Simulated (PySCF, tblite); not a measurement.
**C₄H₉BGeO: geometry, infrared bands and NMR shifts**

What infrared bands and NMR shifts should C₄H₉BGeO (`CBO[C]1=C[CH2][GeH2]1`) show?

Computed with tblite 0.8.0 and PySCF 2.14.0, with density-fitted response routines of our own, on a single molecule in the gas phase. Atoms are numbered from 0 throughout.

**1. Starting geometry**

16 atoms, charge 0, multiplicity 1; geometry from: force field or distance geometry start.

Bonds of the start (Å): C0–B1 1.60, B1–O2 1.48, O2–C3 1.41, C3–C4 1.40, C4–C5 1.51, C5–Ge6 1.81, Ge6–C3 1.94, C0–H7 1.10, C0–H8 1.11, C0–H9 1.11, B1–H10 1.17, C4–H11 1.08, C5–H12 1.11, C5–H13 1.10, Ge6–H14 1.54, Ge6–H15 1.54.

**2. Geometry optimisation with GFN2-xTB**

The job: settings as JSON, then the geometry in Å.

```
{"job": {"kind": "relax", "xc": "GFN2-xTB", "basis": "xTB"}, "charge": 0, "multiplicity": 1}
C      3.223600     0.261100     0.989200
B      1.787200     0.160600     0.289300
O      0.581800     0.022800     1.142200
C     -0.704800    -0.064700     0.580600
C     -1.953900    -0.199900     1.192400
C     -2.742000    -0.235100    -0.090600
Ge    -1.352500    -0.078900    -1.243700
H      4.008000     0.358500     0.217200
H      3.246000     1.155600     1.646600
H      3.396400    -0.646100     1.602900
H      1.710600     0.178100    -0.882000
H     -2.265000    -0.255500     2.221800
H     -3.268900    -1.203000    -0.197700
H     -3.422100     0.632200    -0.162600
H     -1.006700    -1.387800    -1.980700
H     -1.245500     1.311000    -1.900100
```

Command:

```bash
$ OMP_NUM_THREADS=1 python probes_run.py task.json out
```

One launch serves the whole session: the jobs run in the order shown.

**Question.** This job is followed by: GFN2-xTB harmonic vibrations, gas phase; GIAO PBE0/pcSseg-1 NMR shielding, non-relativistic, gas phase. Predict these results of the whole session: strongest single infrared mode (GFN2-xTB); zero-point energy (GFN2-xTB); ¹³C shifts against TMS (PBE0/pcSseg-1); ¹H shifts against TMS (PBE0/pcSseg-1, means over atoms taken as alike); ¹¹B shifts against BF3·OEt2 (PBE0/pcSseg-1); ¹⁷O shifts against H2O (PBE0/pcSseg-1); ⁷³Ge shifts against GeMe4 (PBE0/pcSseg-1).

The runs gave:

```
                                                              quantity                             value
                             strongest single infrared mode (GFN2-xTB)             1320 cm⁻¹, 585 km/mol
                                          zero-point energy (GFN2-xTB)                     71.8 kcal/mol
                                ¹³C shifts against TMS (PBE0/pcSseg-1)       166.8, 134.0, 14.0, 4.8 ppm
¹H shifts against TMS (PBE0/pcSseg-1, means over atoms taken as alike)  6.16, 5.53, 5.30, 1.84, 0.50 ppm
                           ¹¹B shifts against BF3·OEt2 (PBE0/pcSseg-1)                          49.4 ppm
                                ¹⁷O shifts against H2O (PBE0/pcSseg-1)                         276.1 ppm
                             ⁷³Ge shifts against GeMe4 (PBE0/pcSseg-1)                          -114 ppm
```

In words: Relaxing lowered the energy by 1.370 eV in 47 steps; the close pair that moved most is C5–Ge6, from 1.812 to 2.011 Å. The lowest mode is imaginary (94i cm⁻¹), so the xTB geometry is not a minimum. The strongest single mode, at 1320 cm⁻¹, moves mainly B1 and O2. Unscaled tight-binding wavenumbers are off by several per cent, some by more. Its intensities can rank the bands wrongly. C3 (alkene carbon bearing oxygen) lies farthest downfield among carbon, at 166.8 ppm; an sp2 carbon further deshielded by the attached heteroatom. The most deshielded hydrogen is H11 (hydrogen on a β carbon of an enol-ether or enamine type C=C), at 6.16 ppm: a vinylic proton, deshielded by the sp2 carbon and the C=C anisotropy. At PBE0/pcSseg-1: The largest span, 383 ppm, is at O2, where the paramagnetic term is -336 ppm. Spin-orbit coupling is left out, which matters for shieldings and couplings at and beside the heavy atoms.
